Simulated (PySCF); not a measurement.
**CeOF: other functionals and bases at one geometry**

An exercise on one series of results from a longer session: the logs are not shown, and one member is left open.

The runs use PySCF 2.14.0; several levels, as the steps say, no spin–orbit coupling.

1 further run of the same task is left out (for a known fault of the program).

### The system as given

3 atoms, charge 0, spin multiplicity 1.

Bond lengths: Ce1–O2 1.894 Å, Ce1–F3 2.127 Å. Angles: O2–Ce1–F3 109.8°.

As a file:

```
atom    x (Å)   y (Å)    z (Å)
 Ce1   0.0455  0.0000  -0.3837
  O2   1.5787  0.0000   0.7281
  F3  -1.7130  0.0000   0.8130
```

Formal oxidation states: Ce +3. Each metal's 1 4f electrons lie in its core potential, so multiplicities, spins and levels count the valence alone. An earlier session relaxed this geometry at PBE0, Ce lcecp-1-SVP with ECP47, O def2-SVP, F def2-SVP (singlet, point group Cs).

At PBE0 on the finer grid: E = -207.085634 Eh, HOMO -6.61 eV, LUMO -1.95 eV, Mulliken charge on Ce1 +0.96 e, largest force component 0.029 eV/Å. 

Levels to run: TPSS; wB97X; PBE0, TZVP. Hardware: 2 threads of Arm Neoverse V2, shared host.

The first run:

Contents of run.py (the lines that set the calculation):

```python
mol = gto.M(atom='''
Ce     0.04548     0.00000    -0.38375
O      1.57873     0.00000     0.72812
F     -1.71305     0.00000     0.81300''',
    basis={'Ce': 'lcecp-1-SVP', 'O': 'def2-SVP', 'F': 'def2-SVP'},
    ecp={'Ce': 'lcecp-1-SVP'},
    charge=0, spin=0)
mf = dft.RKS(mol, xc='TPSS')
mf.grids.atom_grid = (75, 302)  # f atoms: unpruned, at least (60, 302)
mf = mf.density_fit()  # fitting sets: Ce AutoAux, O def2-universal-JKFIT, F def2-universal-JKFIT
mf.conv_tol = 1e-08; mf.max_cycle = 55
mf.kernel(dm0)  # dm0: the density of the relaxed state
```

Run with:

```console
OMP_NUM_THREADS=2 python run.py
```

Steps of the session up to this table: TPSS; wB97X; PBE0, TZVP.

One table of the session follows, with a row left open; its other results are not shown here.

| level | HOMO (eV) | gap (eV) | charge on Ce1 (e) | dipole (D) | largest force component (eV/Å) |
| --- | --- | --- | --- | --- | --- |
| PBE0 (relaxed here) | -6.61 | 4.66 | 0.96 | 7.55 | 0.03 |
| TPSS | -5.19 | 2.87 | 0.88 | 7.15 | 0.80 |
| wB97X | ? | ? | ? | ? | ? |
| PBE0, TZVP | -6.58 | 4.66 | 1.29 | 7.78 | 0.34 |

Q: Estimate the row for wB97X from the others.

**Answer.** HOMO (eV): -8.80; gap (eV): 8.55; charge on Ce1 (e): 0.98; dipole (D): 7.94; largest force component (eV/Å): 0.40. In the column «HOMO (eV)» it is the lowest.

In one basis the HOMO–LUMO gap runs from 2.87 eV (TPSS) to 8.55 eV (wB97X). The largest leftover force, 0.80 eV/Å with TPSS, stands at a geometry relaxed at another level. With 4f in the core, its levels are missing from HOMO and gap, and its count is fixed, so no charge can pass from the ligands into it. Total energies of different levels can't be compared.
